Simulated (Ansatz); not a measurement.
# Zn: the cost of one run

All numbers are computed with the Python package of Ansatz 0.2.0. Level of theory: DFT PBEsol, plane waves, PAW.

This is Zn in the fcc structure; at room conditions it is hcp.

**1. Starting point**

It takes space group Fm-3m (No. 225, cubic). Conventional cell: a = 3.930 Å, b = 3.930 Å, c = 3.930 Å, α = 90.00°, β = 90.00°, γ = 90.00°. Zn (site symmetry m-3m) has 12 Zn at 2.78 Å as nearest neighbours.

No structure file is read: the coordinates are typed or built in the script.

**2. The code**

run_zeeman.py

```python
"""Response of the spins of Zn to a Zeeman field."""

import ansatz as az
import numpy as np

xtal = (
    az.Lattice.fcc(3.929552)
    .space_group(225)
    .atom("Zn", (0.0, 0.0, 0.0))
    .primitive()
)

base = (
    xtal.calculation()
    .functional("pbesol")
    .pseudopotentials("paw")
    .basis(21 * az.Ha)
    .kpoints(11, 11, 11)
    .occupations(az.OccupationsMethod.METHFESSEL_PAXTON, width=0.05)
    .spin("collinear")
)
# the field acts on the spins alone; such large fields lift the response over the noise
rows = []
for tesla in [-200, 0, 200]:
    data = (base.magnetic_field(tesla) if tesla else base).run(threads=1).report
    rows.append((tesla, data["magnetization_mub"], data["free_energy_ev"], data["components"].get("e_zeeman", 0.0)))
for row in rows:
    print("; ".join(f"{name} = {round(v, 4) if isinstance(v, float) else v}" for name, v in zip(["B (T)", "moment muB", "F eV", "Zeeman term eV"], row)))
slope = np.polyfit([row[0] for row in rows], [row[1] for row in rows], 1)[0]
print(f"dM/dB = {1000 * slope:.4f} muB per 1000 T per cell")
```

**3. The input behind the calls**

The engine receives this input (first run):

```yaml
crystal:
  lattice:
    bravais: fcc
    a: 3.929552
  space_group: 225
  atoms:
    - { symbol: Zn, position: [0.0, 0.0, 0.0] }
  reduce_to_primitive: true
basis:
  ecutwfc: 571.4391111657479
kpoints:
  mp_grid:
    grid: [11, 11, 11]
hamiltonian:
  xc: pbesol
  pseudopotentials:
    kind: paw
magnetization:
  spin_polarized: true
  magnetic_field: -200.0
scf:
  occupations:
    method: methfessel_paxton
    width: 0.05
```

**4. Running it**

Command:

```
> python run_zeeman.py
```

Q: Estimate wall time and peak memory on 1 thread of AMD EPYC 9R45 (Zen 5), shared host.

About 3.2 s, with a peak of 0.37 GiB.
